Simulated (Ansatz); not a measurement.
**C8H15HfNO2: small, medium and large basis sets**

The task here is to estimate one member of a computed series from the others.

The runs use Ansatz 0.2.0, Gaussian basis; one geometry, several basis sets.

Levels to be run: PBE0-D4/def2-SVP; ωB97M-V/def2-SVP; PBE0-D4/def2-QZVPP; ωB97M-V/def2-QZVPP; the functionals' def2-TZVPP values are taken from earlier runs.

## The relaxed structure

All runs share one geometry, relaxed beforehand with PBE0-D4 in a triple-zeta def2 set. Hf takes the def2 core potential; no spin-orbit term is included.

SMILES `C[O][Hf]1234([OH])([N](C)C)[C@H]5[C@@H]1[C@@H]2[C@@H]3[C@H]54`, 27 atoms, charge 0, spin multiplicity 1.

Atoms are counted from 1 here; the program's logs count them from 0.

Bond lengths: C1–O2 1.385 Å, C1–H13 1.098 Å, C1–H14 1.096 Å, C1–H15 1.096 Å, O2–Hf3 1.927 Å, Hf3–O4 1.976 Å, Hf3–N5 2.048 Å, Hf3–C8 2.528 Å, Hf3–C9 2.534 Å, Hf3–C10 2.555 Å, Hf3–C11 2.576 Å, Hf3–C12 2.561 Å, O4–H16 0.956 Å, N5–C6 1.440 Å, N5–C7 1.439 Å, C6–H17 1.101 Å, C6–H18 1.095 Å, C6–H19 1.103 Å and more. Angles: O2–C1–H13 111.4°, O2–C1–H14 110.8°, O2–C1–H15 110.5°, H13–C1–H14 108.1°, H13–C1–H15 108.0°, H14–C1–H15 107.9°, C1–O2–Hf3 159.4°, O2–Hf3–O4 109.7°, O2–Hf3–N5 101.1°, O2–Hf3–C8 141.6°, O2–Hf3–C9 121.8°, O2–Hf3–C10 91.8°, O2–Hf3–C11 89.1°, O2–Hf3–C12 116.2°, O4–Hf3–N5 104.0°, O4–Hf3–C8 91.5°, O4–Hf3–C9 123.2°, O4–Hf3–C10 137.4° and more.

The first run:

The input, in.yaml:

```yaml
crystal:
  periodic: [false, false, false]
  atoms:
    - {symbol: C, position_ang: [0.161163, -1.667455, -2.860807]}
    - {symbol: O, position_ang: [-0.317220, -1.058150, -1.713223]}
    - {symbol: Hf, position_ang: [-0.414406, -0.511691, 0.132279]}
    - {symbol: O, position_ang: [-1.968181, -1.369263, 1.001260]}
    - {symbol: N, position_ang: [-0.974765, 1.448483, -0.064794]}
    - {symbol: C, position_ang: [-1.389995, 2.205720, 1.087459]}
    - {symbol: C, position_ang: [-0.822590, 2.276722, -1.231905]}
    - {symbol: C, position_ang: [0.904567, -0.567441, 2.288713]}
    - {symbol: C, position_ang: [1.635198, 0.259713, 1.406260]}
    - {symbol: C, position_ang: [2.129804, -0.551174, 0.363133]}
    - {symbol: C, position_ang: [1.715495, -1.880270, 0.607791]}
    - {symbol: C, position_ang: [0.960506, -1.890431, 1.795644]}
    - {symbol: H, position_ang: [1.203681, -1.988576, -2.738137]}
    - {symbol: H, position_ang: [-0.438942, -2.549026, -3.113540]}
    - {symbol: H, position_ang: [0.118249, -0.975295, -3.709809]}
    - {symbol: H, position_ang: [-2.893014, -1.341502, 0.762622]}
    - {symbol: H, position_ang: [-2.351479, 2.712260, 0.912897]}
    - {symbol: H, position_ang: [-1.525592, 1.556596, 1.958947]}
    - {symbol: H, position_ang: [-0.659180, 2.983829, 1.363115]}
    - {symbol: H, position_ang: [-1.762619, 2.790687, -1.485134]}
    - {symbol: H, position_ang: [-0.058853, 3.058671, -1.089557]}
    - {symbol: H, position_ang: [-0.530912, 1.675919, -2.095985]}
    - {symbol: H, position_ang: [0.390610, -0.248337, 3.184124]}
    - {symbol: H, position_ang: [1.778809, 1.325476, 1.505852]}
    - {symbol: H, position_ang: [2.714160, -0.213437, -0.480997]}
    - {symbol: H, position_ang: [1.924821, -2.734789, -0.019776]}
    - {symbol: H, position_ang: [0.470662, -2.747227, 2.233568]}
basis:
  gaussian: {orbitals: def2-SVP}
hamiltonian: {xc: pbe0, dispersion: d4}
output: {orbitals: {seedname: orbitals}}
```

Run with:

```console
$ ansatz run in.yaml --threads 11 --pin off --events-out ev --progress --plain --max-ram 166912MiB --backend cpu
```

Among the steps run: PBE0-D4 in def2-SVP; ωB97M-V in def2-SVP; PBE0-D4 in def2-QZVPP; ωB97M-V in def2-QZVPP.

One of the session's tables, all rows but one given; the rest of the session is left out.

It belongs to the step «Functionals by basis». 

| functional | basis | HOMO (eV) | LUMO (eV) |
| --- | --- | --- | --- |
| PBE0-D4 | def2-SVP | -5.80 | 0.12 |
| PBE0-D4 | def2-TZVPP | -5.83 | 0.06 |
| PBE0-D4 | def2-QZVPP | -5.86 | 0.00 |
| ωB97M-V | def2-SVP | ? | ? |
| ωB97M-V | def2-TZVPP | -8.03 | 1.37 |
| ωB97M-V | def2-QZVPP | -8.05 | 0.95 |

Q: Estimate the row for ωB97M-V, def2-SVP from the others.

**Answer.** HOMO (eV): -8.00; LUMO (eV): 1.91. In the column «HOMO (eV)» it lies between ωB97M-V, def2-TZVPP (-8.03) and PBE0-D4, def2-QZVPP (-5.86).
